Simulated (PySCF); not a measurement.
**NiN: from the state search to spectroscopic constants**

What are the lowest state that PBE0 finds, the bond length, vibrational wavenumber and bond energy of NiN, and how much do these hang on the method?

Computed with PySCF 2.14.0. Level: Ni def2-TZVPPD, N def2-TZVPPD, no relativity.

1 further run of the same task is left out (it didn't finish).

### 1 Input

A driver script around PySCF takes these settings:

* atoms: Ni, N
* charge: 0
* basis: Ni def2-TZVPPD, N def2-TZVPPD
* Hamiltonian: no relativity
* basis functions: 104
* electrons treated: 35
* masses in u: 57.9353, 14.0031
* levels: PBE0, PBE, r²SCAN, BHandHLYP, B2PLYP, r²SCAN0, MN15, LDA, HSE06, HF, MP2, SCS-MP2
* grid: 80 radial by 434 angular points
* occupations: held fixed by the projection of orbital angular momentum
* dissociation limit: Ni + N, each in its ground configuration
* starting distance in angstrom: 1.710
* values of 2S to try: 1, 3, 5, 7

On the command line:

```bash
OMP_NUM_THREADS=2 python dia.py task.json out
```

After this run come: First curve: PBE0; Higher solutions at PBE0; PBE (GGA); r²SCAN (meta-GGA); BHandHLYP (global hybrid GGA); B2PLYP (double hybrid); r²SCAN0; MN15 (hybrid meta-GGA); LDA; HSE06 (range-separated hybrid); UHF.

Q: Predict the outcome of this session. Wanted: for each run, Re; ωe; De; μ.

The runs gave:

Lowest PBE0 solution found, without spin–orbit coupling: ⁴Σ⁻ (quartet), unpaired electrons σ ↑, π ↑↑. State 2 has its PBE0 minimum 0.11 eV higher. State 3 has its PBE0 minimum 0.14 eV higher, as a spin-mixed determinant (⟨S²⟩ = 1.84), so this is no gap between pure states. State 4 has its PBE0 minimum 0.19 eV higher, as a spin-mixed determinant (⟨S²⟩ = 1.58), so this is no gap between pure states. The other levels ran on the lowest alone.

```tsv
level	Re (Å)	ωe (cm⁻¹)	De (eV)	μ (D)
LDA	1.583	904	n/a	-3.37
PBE	1.613	837	4.47	-3.43
r²SCAN	1.600	829	3.11	-3.48
PBE0	1.653	551	2.50	-4.12
HSE06	1.655	550	2.47	-4.07
MN15	1.618	742	3.91	-3.94
BHandHLYP	1.840	516	1.07	-4.99
```

De is counted to Ni + N in their ground configurations. A positive dipole means Ni(−)N(+). No constants: UHF (too few points lie around the minimum); UHF-MP2 (the points don't follow one smooth fit); UHF-SCS-MP2 (the points don't follow one smooth fit); r²SCAN0 (fits of two degrees disagree); B2PLYP (the lowest point is the short end of the scan).

Bond lengths run from 1.583 Å (LDA) to 1.840 Å (BHandHLYP). Among the levels with a De in the table, it runs from 1.07 eV (BHandHLYP) to 4.47 eV (PBE).

Correlated steps freeze 6 core orbitals. B2PLYP dipoles, levels and charges come from its SCF part alone. The state is the lowest single determinant that the PBE0 search found; with open d or f shells the true ground state can be another one.
